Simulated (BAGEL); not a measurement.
# AlNH4O2 (SMILES [NH2][Al]([OH])[OH]): a chain of runs

Wanted: a single-point energy (HF/def2-SV(P)), then the energy (NEVPT2(2,2)/def2-SV(P)), then the energy (CASPT2(2,2)/def2-SV(P)) of AlNH4O2. 

The results are computed with BAGEL 1.2.2.

1 further run of the same task is left out (set aside as unsound or not needed).

## (1) The system as given

The species is AlNH4O2 (8 atoms), meant as a singlet with charge 0. SMILES: `[NH2][Al]([OH])[OH]`. The O4–H8 distance was set to 1.289 Å, away from the relaxed value.

Bond lengths: N1–Al2 1.760 Å, Al2–O3 1.695 Å, Al2–O4 1.692 Å, N1–H5 1.005 Å, N1–H6 1.006 Å, O3–H7 0.954 Å. Angles: N1–Al2–O3 123.6°, N1–Al2–O4 117.6°, O3–Al2–O4 118.8°, Al2–N1–H5 126.0°, Al2–N1–H6 123.5°, Al2–O3–H7 124.8°, H5–N1–H6 110.5°. A long bond or contact: O4–H8 1.289 Å.

## (2) A single-point energy at HF/def2-SV(P) (density fitting with svp-jkfit) (run 1)

File calc.json:

```json
{ "bagel" : [

{
  "title" : "molecule",
  "basis" : "def2-sv_p_.json",
  "df_basis" : "svp-jkfit",
  "angstrom" : true,
  "geometry" : [
    { "atom" : "N", "xyz" : [      -0.518959,       1.697717,       0.184552 ] },
    { "atom" : "Al", "xyz" : [      -0.043659,       0.012517,       0.010352 ] },
    { "atom" : "O", "xyz" : [       1.503841,      -0.479283,      -0.475348 ] },
    { "atom" : "O", "xyz" : [      -1.205659,      -1.169283,       0.349752 ] },
    { "atom" : "H", "xyz" : [       0.067241,       2.496817,       0.016552 ] },
    { "atom" : "H", "xyz" : [      -1.438159,       1.988817,       0.473252 ] },
    { "atom" : "H", "xyz" : [       2.221441,       0.113017,      -0.687148 ] },
    { "atom" : "H", "xyz" : [      -0.952800,      -2.429800,       0.251200 ] }
  ]
},

{
  "title" : "hf",
  "charge" : 0
},

{
  "title" : "print",
  "file" : "orbitals.molden",
  "orbitals" : true
}

]}
```

The basis set def2-SV(P) is read from a file made from the Basis Set Exchange's data (not shown).

On the command line:

```sh
$ BAGEL_NUM_THREADS=1 BAGEL calc.json > calc.out
```

Log:

```text
* using 1 threads per process

  ===============================================================
  ===============================================================

  *** Geometry ***

  { "atom" : "N", "xyz" : [     -0.980690,      3.208220,      0.348753 ] },
  { "atom" : "Al", "xyz" : [     -0.082504,      0.023654,      0.019562 ] },
  { "atom" : "O", "xyz" : [      2.841848,     -0.905714,     -0.898278 ] },
  { "atom" : "O", "xyz" : [     -2.278365,     -2.209625,      0.660935 ] },
  { "atom" : "H", "xyz" : [      0.127067,      4.718300,      0.031279 ] },
  { "atom" : "H", "xyz" : [     -2.717727,      3.758319,      0.894317 ] },
  { "atom" : "H", "xyz" : [      4.197915,      0.213571,     -1.298522 ] },
  { "atom" : "H", "xyz" : [     -1.800531,     -4.591657,      0.474699 ] },

  Number of auxiliary basis functions:      431

  Since a DF basis is specified, we compute 2- and 3-index integrals:
    o Being stored without compression. Storage requirement is 0.016 GB

  Number of basis functions:       68
  Number of electrons      :       40

    * METHOD: MOLECULE                             0.16

  *** RHF ***

  === Nuclear Repulsion ===
   160.0954712497

      * DIIS with orbital gradients will be used.

  === RHF iteration (def2-sv_p_.json) ===
      0       -447.81788541          0.03347201           0.04
      1       -448.06223813          0.02262930           0.04
      2       -448.23709746          0.00210294           0.04
      3       -448.23883534          0.00099265           0.04
      4       -448.23928770          0.00019246           0.04
      5       -448.23931444          0.00006303           0.04
      6       -448.23931744          0.00003046           0.04
      7       -448.23931807          0.00000578           0.04
      8       -448.23931810          0.00000207           0.04
      9       -448.23931810          0.00000088           0.04
     10       -448.23931810          0.00000036           0.04
     11       -448.23931810          0.00000016           0.04
     12       -448.23931810          0.00000004           0.04
     13       -448.23931810          0.00000001           0.04
     14       -448.23931810          0.00000001           0.04
    * SCF iteration converged.

    * Permanent dipole moment:
           (   -0.485440,    -0.459724,     0.142194) a.u.

    * METHOD: HF                                   0.66

    * METHOD: PRINT                                0.01

  ===============================================================
```

Run time: 0.97 s. Hardware: 1 thread of Arm Neoverse V1, shared host; peak memory 0.15 GiB.

## (3) The energy at NEVPT2(2,2)/def2-SV(P) (density fitting with svp-jkfit) (run 2)

File input.json:

```json
{ "bagel": [

{
  "title": "molecule",
  "basis": "def2-sv_p_.json",
  "df_basis": "svp-jkfit",
  "angstrom": true,
  "geometry": [
    { "atom": "N", "xyz": [   -0.518959,    1.697717,    0.184552 ] },
    { "atom": "Al", "xyz": [   -0.043659,    0.012517,    0.010352 ] },
    { "atom": "O", "xyz": [    1.503841,   -0.479283,   -0.475348 ] },
    { "atom": "O", "xyz": [   -1.205659,   -1.169283,    0.349752 ] },
    { "atom": "H", "xyz": [    0.067241,    2.496817,    0.016552 ] },
    { "atom": "H", "xyz": [   -1.438159,    1.988817,    0.473252 ] },
    { "atom": "H", "xyz": [    2.221441,    0.113017,   -0.687148 ] },
    { "atom": "H", "xyz": [   -0.952800,   -2.429800,    0.251200 ] }
  ]
},
{
  "title": "hf"
},
{
  "title": "nevpt2",
  "nstate": 1,
  "nact": 2,
  "nclosed": 19,
  "active": [10, 22],
  "maxiter": 200,
  "natocc": true,
  "ncore": 8
},
{
  "title": "print",
  "file": "orbitals.molden",
  "orbitals": true
}

]}
```

The basis set def2-SV(P) is read from a file made from the Basis Set Exchange's data (not shown).

On the command line:

```sh
$ BAGEL_NUM_THREADS=1 BAGEL input.json > input.out
```

Log:

```text
* using 1 threads per process

  ===============================================================
  ===============================================================

  *** Geometry ***

  { "atom" : "N", "xyz" : [     -0.980690,      3.208220,      0.348753 ] },
  { "atom" : "Al", "xyz" : [     -0.082504,      0.023654,      0.019562 ] },
  { "atom" : "O", "xyz" : [      2.841848,     -0.905714,     -0.898278 ] },
[... 4 lines of this table left out ...]
  { "atom" : "H", "xyz" : [     -1.800531,     -4.591657,      0.474699 ] },

  Number of auxiliary basis functions:      431

  Since a DF basis is specified, we compute 2- and 3-index integrals:
    o Being stored without compression. Storage requirement is 0.016 GB

  Number of basis functions:       68
  Number of electrons      :       40

    * METHOD: MOLECULE                             0.15

  *** RHF ***

  === Nuclear Repulsion ===
   160.0954712497

      * DIIS with orbital gradients will be used.

  === RHF iteration (def2-sv_p_.json) ===
      0       -447.81788541          0.03347201           0.04
      1       -448.06223813          0.02262930           0.04
      2       -448.23709746          0.00210294           0.04
[... 11 lines of this table left out ...]
     14       -448.23931810          0.00000001           0.04
    * SCF iteration converged.

    * Permanent dipole moment:
           (   -0.485440,    -0.459724,     0.142194) a.u.

    * METHOD: HF                                   0.67

    * freezing 8 orbitals
  ---------------------------
      CASSCF calculation
  ---------------------------

    ==== Active orbitals : =====
         Orbital 10
         Orbital 22
    ============================

    * nstate   :      1
    * nclosed  :     19
    * nact     :      2
    * nvirt    :     47
  === CASSCF iteration (def2-sv_p_.json) ===

    * Using the second-order algorithm

      0  0      -448.23957433     7.82e-05      0.01

      1  0      -448.24147820     4.36e-04      0.19
[... 27 lines of this table left out ...]
     15  0      -448.27584278     9.52e-09      0.17

    * Second-order optimization converged. *

     guess   0:   closed 1.                   open ..

  === FCI iteration ===

      0  0      -448.23795083     1.02e-01      0.00
      1  0      -448.27540977     8.91e-03      0.00
      2  0 *    -448.27584278     4.11e-16      0.00

     * ci vector, state   0, <S^2> = 0.0000
       2.     0.9831251903
       .2    -0.1829340324

  === DF-NEVPT2 calculation ===

    * 3-index integral transformation done
    * assembly done

      NEVPT2 correlation energy:   -0.5612998296      0.10

          (+0)     -0.4833963635
          (+0)'    -0.0334690364
          (+1)     -0.0072747102
          (+1)'    -0.0000000000
          (+2)     -0.0006415418
          (-1)     -0.0331372593
          (-1)'     0.0000000000
          (-2)     -0.0033809184

      NEVPT2 total energy:       -448.8371426057

    * METHOD: NEVPT2                               3.53

    * METHOD: PRINT                                0.01

  ===============================================================
```

Run time: 4.5 s. Hardware: 1 thread of Arm Neoverse V1, shared host; peak memory 0.15 GiB.

## (4) A single-point energy at CASPT2(2,2)/def2-SV(P) (density fitting with svp-jkfit) (run 3)

File input.json:

```json
{ "bagel" : [

{
  "title" : "molecule",
  "basis" : "def2-sv_p_.json",
  "df_basis" : "svp-jkfit",
  "angstrom" : true,
  "geometry" : [
    { "atom" : "N", "xyz" : [   -0.518959,    1.697717,    0.184552 ] },
    { "atom" : "Al", "xyz" : [   -0.043659,    0.012517,    0.010352 ] },
    { "atom" : "O", "xyz" : [    1.503841,   -0.479283,   -0.475348 ] },
    { "atom" : "O", "xyz" : [   -1.205659,   -1.169283,    0.349752 ] },
    { "atom" : "H", "xyz" : [    0.067241,    2.496817,    0.016552 ] },
    { "atom" : "H", "xyz" : [   -1.438159,    1.988817,    0.473252 ] },
    { "atom" : "H", "xyz" : [    2.221441,    0.113017,   -0.687148 ] },
    { "atom" : "H", "xyz" : [   -0.952800,   -2.429800,    0.251200 ] }
  ]
},
{
  "title" : "hf"
},
{
  "title" : "casscf",
  "nstate" : 1,
  "nact" : 2,
  "nclosed" : 19,
  "nspin" : 0,
  "active" : [10, 22],
  "maxiter" : 200,
  "natocc" : true
},
{
  "title" : "print",
  "file" : "orbitals.molden",
  "orbitals" : true
},
{
  "title" : "smith",
  "method" : "caspt2",
  "ms" : true,
  "xms" : true,
  "sssr" : true,
  "shift" : 0.2,
  "shift_imag" : true,
  "ncore" : 8
}

]}
```

The basis set def2-SV(P) is read from a file made from the Basis Set Exchange's data (not shown).

On the command line:

```sh
$ BAGEL_NUM_THREADS=1 BAGEL input.json > input.out
```

Log:

```text
* using 1 threads per process

  ===============================================================
  ===============================================================

  *** Geometry ***

  { "atom" : "N", "xyz" : [     -0.980690,      3.208220,      0.348753 ] },
  { "atom" : "Al", "xyz" : [     -0.082504,      0.023654,      0.019562 ] },
  { "atom" : "O", "xyz" : [      2.841848,     -0.905714,     -0.898278 ] },
[... 4 lines of this table left out ...]
  { "atom" : "H", "xyz" : [     -1.800531,     -4.591657,      0.474699 ] },

  Number of auxiliary basis functions:      431

  Since a DF basis is specified, we compute 2- and 3-index integrals:
    o Being stored without compression. Storage requirement is 0.016 GB

  Number of basis functions:       68
  Number of electrons      :       40

    * METHOD: MOLECULE                             0.16

  *** RHF ***

  === Nuclear Repulsion ===
   160.0954712497

      * DIIS with orbital gradients will be used.

[... 6 lines left out ...]
    * SCF iteration converged.
[... 1 line left out ...]
    * Permanent dipole moment:
[... 27 lines left out ...]
    * Second-order optimization converged. *
[... 9 lines left out ...]
     * ci vector, state   0, <S^2> = 0.0000
[... 16 lines left out ...]
    * Zeroth order energy : state  0       -1.0776737542
[... 3 lines left out ...]
      -------------------------------------------  CASPT2 iteration  ---------------------------------------------------
       #      aibj      arbs      arbi      airj      risj      airs      arst      rist         Etot      error   time
      ------------------------------------------------------------------------------------------------------------------

       0  -0.48204  -0.00400  -0.03310  -0.00735  -0.00082  -0.02994  -0.00000  -0.00000   -0.5572432  0.0018937   0.06
       1  -0.48220  -0.00403  -0.03326  -0.00743  -0.00087  -0.03045  -0.00000  -0.00000   -0.5582406  0.0002806   0.05
       2  -0.48222  -0.00403  -0.03323  -0.00742  -0.00087  -0.03049  -0.00000  -0.00000   -0.5582679  0.0000590   0.05
       3  -0.48222  -0.00403  -0.03323  -0.00742  -0.00088  -0.03049  -0.00000  -0.00000   -0.5582689  0.0000118   0.05
       4  -0.48222  -0.00403  -0.03323  -0.00742  -0.00088  -0.03049   0.00000  -0.00000   -0.5582690  0.0000023   0.05
       5  -0.48222  -0.00403  -0.03323  -0.00742  -0.00088  -0.03049   0.00000  -0.00000   -0.5582690  0.0000005   0.05

      ------------------------------------------------------------------------------------------------------------------

    * CASPT2 energy : state  0     -448.8362620742
        w/o shift correction       -448.8341117362
        reference weight              0.8628556086

    * METHOD: SMITH                                0.44

  ===============================================================
```

It took 4.8 s on 1 thread of Arm Neoverse V1, shared host; peak memory 0.15 GiB.

## (5) Outcome

| quantity | value |
| --- | --- |
| run 1, HF/def2-SV(P): total energy | -448.23932 Eh |
| run 1, HF/def2-SV(P): dipole moment | 1.74 D |
| run 1, HF/def2-SV(P): HOMO energy | -10.76 eV |
| run 1, HF/def2-SV(P): LUMO energy | 2.71 eV |
| run 1, HF/def2-SV(P): HOMO–LUMO gap | 13.48 eV |
| run 2, NEVPT2(2,2)/def2-SV(P): total energy | -448.83714 Eh |
| run 3, CASPT2(2,2)/def2-SV(P): total energy | -448.83626 Eh |
